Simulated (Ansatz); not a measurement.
Working through a ladder of methods at one geometry of ClGaHI, SMILES [Cl][GaH][I]

With Ansatz's Python interface.

Typed at the interpreter:
```pycon
>>> from pathlib import Path
>>> import ansatz
>>> import numpy as np
>>> GEOMETRY = '''
... Cl   -2.10040    0.07530   -0.53770
... Ga   -0.15870    0.25010   -0.24270
... I     1.42720   -1.61950    1.10380
... H     0.88740    1.23380   -0.34370
... '''
>>> mol = ansatz.Crystal.molecule()
>>> for line in GEOMETRY.strip().splitlines():
...     symbol, *xyz = line.split()
...     mol = mol.atom(symbol, [float(v) for v in xyz])
...
>>> job = mol.calculation().basis(gaussian='def2-SVP')
>>> print('functional    E (Ha)        dipole (D)   HOMO (eV)  LUMO (eV)')
functional    E (Ha)        dipole (D)   HOMO (eV)  LUMO (eV)
>>> for name in ['blyp', 'pbe', 'pbe0', 'cam_b3lyp', 'hse06']:
...     report = job.functional(name).forces().orbitals().run(threads=1, runs_dir='runs').report
...     lines = Path(report['orbitals_path']).read_text().splitlines()
...     field_of = lambda key: [line.split('=')[1].strip() for line in lines if line.startswith(key)]
...     orbitals = [(27.211386 * float(e), s, float(n)) for e, s, n in zip(field_of('Ene='), field_of('Spin='), field_of('Occup='))]
...     homo = max(e for e, _, n in orbitals if n > 0.5)
...     lumo = min(e for e, _, n in orbitals if n < 0.5)
...     dipole = 4.803205 * np.linalg.norm(report['charge_distribution']['dipole_moment_e_ang'])
...     print(f'{name:10s} {report["free_energy_ev"] / 27.211386246:14.6f} {dipole:9.3f} {homo:11.3f} {lumo:10.3f}')
...
blyp         -2683.034251     3.133      -5.637     -2.710
pbe          -2682.534750     3.174      -5.881     -2.839
pbe0         -2682.641775     3.452      -7.016     -2.114
cam_b3lyp    -2683.161696     3.554      -8.177     -1.151
hse06        -2682.632275     3.447      -6.623     -2.477
```

Caveats:
- Total energies depend on the basis set; only differences at equal settings carry meaning.
- The geometry is a force-field or estimated start, not a minimum of this method, and the basis set is short of its limit. A lower total doesn't mark the better method: functionals have no common bound, and MP2 and coupled cluster aren't variational.
- def2 sets replace the cores of elements past krypton by effective core potentials.
- Levels such as HOMO and LUMO are orbital energies: with these approximate functionals they aren't the ionisation energy and electron affinity, and their gap isn't the fundamental gap.
- hse06 follows the composition of plane-wave codes, whose totals differ by tens of mHa, up to about 0.1 Ha, from the form usual in Gaussian-basis programs (wpbeh).
- It ran for 17 s on 1 thread of Arm Neoverse V1, on a shared host, peak memory 0.27 GiB.
